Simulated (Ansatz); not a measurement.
This script for a ladder of basis sets of BrCdCl, SMILES [Cl][Cd][Br] with the Python package of Ansatz (0.2.0) holds a mistake.

`run_basis.py`:
```python
"""How the energy of BrCdCl converges with the basis."""

import ansatz as az

GEOMETRY = """
Cl    0.89400    2.02210    0.70030
Cd   -0.79200    0.22760   -0.40580
Br   -0.11300   -2.31450   -0.30770
"""

brcdcl = az.Crystal.molecule()
for line in GEOMETRY.strip().splitlines():
    symbol, *xyz = line.split()
    brcdcl = brcdcl.atom(symbol, [float(v) for v in xyz])

job = brcdcl.calculation().functional("pbe0")

energies = {}
for basis in ["def2-SVP", "def2-SVPD", "def2-TZVP", "def2-TZVPP"]:
    rep = job.basis(gaussian=basis).report
    size = rep["n_frozen"] + rep["n_occupied"][0] + rep["n_virtual"][0]
    energies[basis] = (rep["reference_energy_ev"] / 27.211386246, rep["free_energy_ev"] / 27.211386246)
    print(f"{basis:14s} {size:4d} orbitals  reference {energies[basis][0]:14.6f} Ha  total {energies[basis][1]:14.6f} Ha")

last = energies["def2-TZVPP"][1]
for basis, (_, total) in energies.items():
    print(f"{basis:14s} lies {27.211386 * (total - last):9.4f} eV above def2-TZVPP")
```

```console
$ python run_basis.py
Traceback (most recent call last):
  File "run_basis.py", line 20, in <module>
    rep = job.basis(gaussian=basis).report
          ^^^^^^^^^^^^^^^^^^^^^^^^^^^^^^^^
AttributeError: 'Calculation' object has no attribute 'report'
```

What is wrong, and how is it mended?

The fault: the calculation is never run. The correction:

```diff
--- before
+++ after
@@ -19,3 +19,3 @@
 for basis in ["def2-SVP", "def2-SVPD", "def2-TZVP", "def2-TZVPP"]:
-    rep = job.basis(gaussian=basis).report
+    rep = job.basis(gaussian=basis).run(threads=1).report
     size = rep["n_frozen"] + rep["n_occupied"][0] + rep["n_virtual"][0]
```

The mended script runs so:

Output of `python run_basis.py`:
```text
def2-SVP         81 orbitals  reference   -3201.219036 Ha  total   -3201.219036 Ha
def2-SVPD       102 orbitals  reference   -3201.234580 Ha  total   -3201.234580 Ha
def2-TZVP       125 orbitals  reference   -3201.729821 Ha  total   -3201.729821 Ha
def2-TZVPP      146 orbitals  reference   -3201.730708 Ha  total   -3201.730708 Ha
def2-SVP       lies   13.9233 eV above def2-TZVPP
def2-SVPD      lies   13.5003 eV above def2-TZVPP
def2-TZVP      lies    0.0241 eV above def2-TZVPP
def2-TZVPP     lies    0.0000 eV above def2-TZVPP
```

Reading the output:
- The drop along the ladder measures the basis error, and is no property of the molecule.
- The geometry is a force-field or estimated start, not a minimum of this method, and the last set is no limit. Much of the fall in a total is atomic energy, which cancels in bond and reaction energies.
- def2 sets replace the cores of elements past krypton by effective core potentials.
- Timing: 16 s on 1 thread of Intel(R) Xeon(R) Platinum 8259CL CPU @ 2.50GHz (Skylake/Cascade Lake) (shared host), peak memory 0.39 GiB.
